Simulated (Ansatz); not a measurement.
# [WO3Cl]- (WClO3−): geometry, orbitals and charge

What does [WO3Cl]- (WClO3−) look like as a singlet, and where do its frontier electrons sit?

The runs use Ansatz 0.2.0, Gaussian basis; RKS PBE0-D4/def2-TZVPD.

Plan: relaxation at r2SCAN-D4/def2-SVPD; a search for the lowest solution at PBE0-D4/def2-SVP; a single point at PBE0-D4/def2-TZVPD.

### 1 Where the work starts

5 atoms, charge -1, spin multiplicity 1.

Atoms are counted from 1 here; the program's logs count them from 0.

Bond lengths: W1–O2 1.705 Å, W1–O3 1.705 Å, W1–O4 1.705 Å, W1–Cl5 2.270 Å. Angles: O2–W1–O3 113.9°, O2–W1–O4 113.9°, O2–W1–Cl5 104.7°, O3–W1–O4 113.8°, O3–W1–Cl5 104.5°, O4–W1–Cl5 104.7°.

Geometry (Å):

```xyz
5
charge -1, multiplicity 1
W     0.0916    0.1596    0.0671
O     0.0322    0.0184    1.7651
O     1.6645    0.0424   -0.5798
O    -0.8107    1.4685   -0.5484
Cl   -0.9776   -1.6889   -0.7041
```

Formally the metal is d0. W takes a core potential in the def2 sets. No spin-orbit coupling is included. The ion is computed in the gas phase, without counter-ions or solvent.

The start is a GFN2-xTB geometry.

### 2 Relaxation at r2SCAN-D4/def2-SVPD

Input file in.yaml:

```yaml
crystal:
  periodic: [false, false, false]
  atoms:
    - {symbol: W, position_ang: [0.091580, 0.159630, 0.067130]}
    - {symbol: O, position_ang: [0.032220, 0.018350, 1.765110]}
    - {symbol: O, position_ang: [1.664480, 0.042420, -0.579790]}
    - {symbol: O, position_ang: [-0.810700, 1.468510, -0.548360]}
    - {symbol: Cl, position_ang: [-0.977580, -1.688910, -0.704090]}
basis:
  gaussian: {orbitals: def2-SVPD}
total_charge: -1
hamiltonian: {xc: r2scan, dispersion: d4}
scf: {lower_state_search: "off"}
output: {orbitals: {seedname: orbitals}}
relax: {f_tol: 0.02, max_steps: 100}
```

On the command line:

```console
$ ansatz run in.yaml --threads 4 --pin off --events-out ev --progress --plain --max-ram 3916MiB
```

After this run come: Searching for the lowest solution, PBE0-D4/def2-SVP; Single point, PBE0-D4/def2-TZVPD.

Q: Predict the results of all the runs planned. Wanted: point group; near neighbours of the metal; HOMO, LUMO at PBE0-D4/def2-TZVPD; charge on the metal.

As calculated:

| quantity | value |
| --- | --- |
| point group | C3v |
| near neighbours of the metal | O 1.75, O 1.75, O 1.75, Cl 2.37 Å |
| HOMO, LUMO at PBE0-D4/def2-TZVPD | -3.58, 3.17 eV |
| charge on the metal (Mulliken, PBE0-D4/def2-TZVPD) | +1.69 e |

The molecule keeps its bonding pattern by the stored test; the atoms moved 0.11 Å (rms). The metal has 4 near neighbours by the distance rule, from 1.75 to 2.37 Å. The Mulliken charge of the metal, +1.69 e, depends on the basis and isn't its oxidation state. No usable vibrations, so a minimum isn't proven. The HOMO lies nearest to O2, O3, O4 about 33 % each and the LUMO to Cl5 66 %; W1 14 %. Whether this spin is the lowest isn't tested here.
